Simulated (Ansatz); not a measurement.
**CH5BO3: one species, many methods**

One table from this session's results is given with a row withheld; the runs are named, their logs left out.

Computed with Ansatz 0.2.0, Gaussian basis. Level: functionals in def2-TZVPP, the program's frozen cores in correlated methods.

Plan: PBE-D4, r2SCAN-D4, PBE0-D4, B3LYP-D4, ωB97X-V, ωB97M-V, B2PLYP; CCSD(T)/def2-TZVPP; MP2/def2-QZVPP; extrapolation to the limit.

## The relaxed structure

All runs share one geometry, relaxed beforehand with PBE0-D4 in a triple-zeta def2 set.

SMILES `OBOCO`, 10 atoms, charge 0, spin multiplicity 1.

Atoms are counted from 1 here; the program's logs count them from 0.

Bond lengths: O1–B2 1.356 Å, O1–H6 0.958 Å, B2–O3 1.357 Å, B2–H7 1.203 Å, O3–C4 1.405 Å, C4–O5 1.388 Å, C4–H8 1.093 Å, C4–H9 1.095 Å, O5–H10 0.962 Å. Angles: B2–O1–H6 112.6°, O1–B2–O3 116.9°, O1–B2–H7 122.2°, O3–B2–H7 120.9°, B2–O3–C4 120.2°, O3–C4–O5 111.7°, O3–C4–H8 110.9°, O3–C4–H9 106.2°, O5–C4–H8 106.1°, O5–C4–H9 111.9°, H8–C4–H9 110.0°, C4–O5–H10 108.4°.

Coordinates:

```xyz
10
charge 0, multiplicity 1
O    -0.7878    1.5782    1.6361
B     0.0161    0.8755    0.8009
O    -0.5845    0.2344   -0.2333
C     0.1632   -0.6071   -1.0740
O     0.1764   -1.9149   -0.6099
H    -0.2993    2.0206    2.3316
H     1.2090    0.8292    0.9484
H     1.2083   -0.2888   -1.1155
H    -0.2920   -0.5310   -2.0672
H    -0.7263   -2.2473   -0.6142
```

The first run:

File in.yaml:

```yaml
crystal:
  periodic: [false, false, false]
  atoms:
    - {symbol: O, position_ang: [-0.787770, 1.578158, 1.636113]}
    - {symbol: B, position_ang: [0.016058, 0.875459, 0.800925]}
    - {symbol: O, position_ang: [-0.584517, 0.234424, -0.233332]}
    - {symbol: C, position_ang: [0.163205, -0.607149, -1.074013]}
    - {symbol: O, position_ang: [0.176443, -1.914897, -0.609902]}
    - {symbol: H, position_ang: [-0.299284, 2.020620, 2.331566]}
    - {symbol: H, position_ang: [1.209033, 0.829224, 0.948440]}
    - {symbol: H, position_ang: [1.208276, -0.288815, -1.115500]}
    - {symbol: H, position_ang: [-0.292042, -0.530951, -2.067160]}
    - {symbol: H, position_ang: [-0.726302, -2.247272, -0.614239]}
basis:
  gaussian: {orbitals: def2-TZVPP}
hamiltonian: {xc: pbe, dispersion: d4}
output: {forces: true, orbitals: {seedname: orbitals}}
```

Command:

```console
$ ansatz run in.yaml --threads 4 --pin off --events-out ev --progress --plain --max-ram 10444MiB
```

Steps of the session up to this table: PBE-D4 (GGA); r2SCAN-D4 (meta-GGA); PBE0-D4 (hybrid); B3LYP-D4 (hybrid); ωB97X-V (range-separated); ωB97M-V (range-separated); B2PLYP (double hybrid); CCSD(T) in def2-TZVPP; MP2 in def2-QZVPP.

One of the session's tables, all rows but one given; the rest of the session is left out.

```
            method  atomisation energy (eV)
            PBE-D4                   43.269
         r2SCAN-D4                   42.369
           PBE0-D4                   42.135
          B3LYP-D4                   42.137
           ωB97X-V                   42.201
           ωB97M-V                   42.380
            B2PLYP                   41.844
     HF/def2-TZVPP                   30.086
    MP2/def2-TZVPP                   42.283
   CCSD/def2-TZVPP                   40.422
CCSD(T)/def2-TZVPP                   41.097
           MP2/CBS                   43.406
       CCSD(T)/CBS                        ?
```

Estimate the missing values for CCSD(T)/CBS.

As computed: atomisation energy (eV): 42.221. In the column «atomisation energy (eV)» it lies between ωB97X-V (42.201) and MP2/def2-TZVPP (42.283).
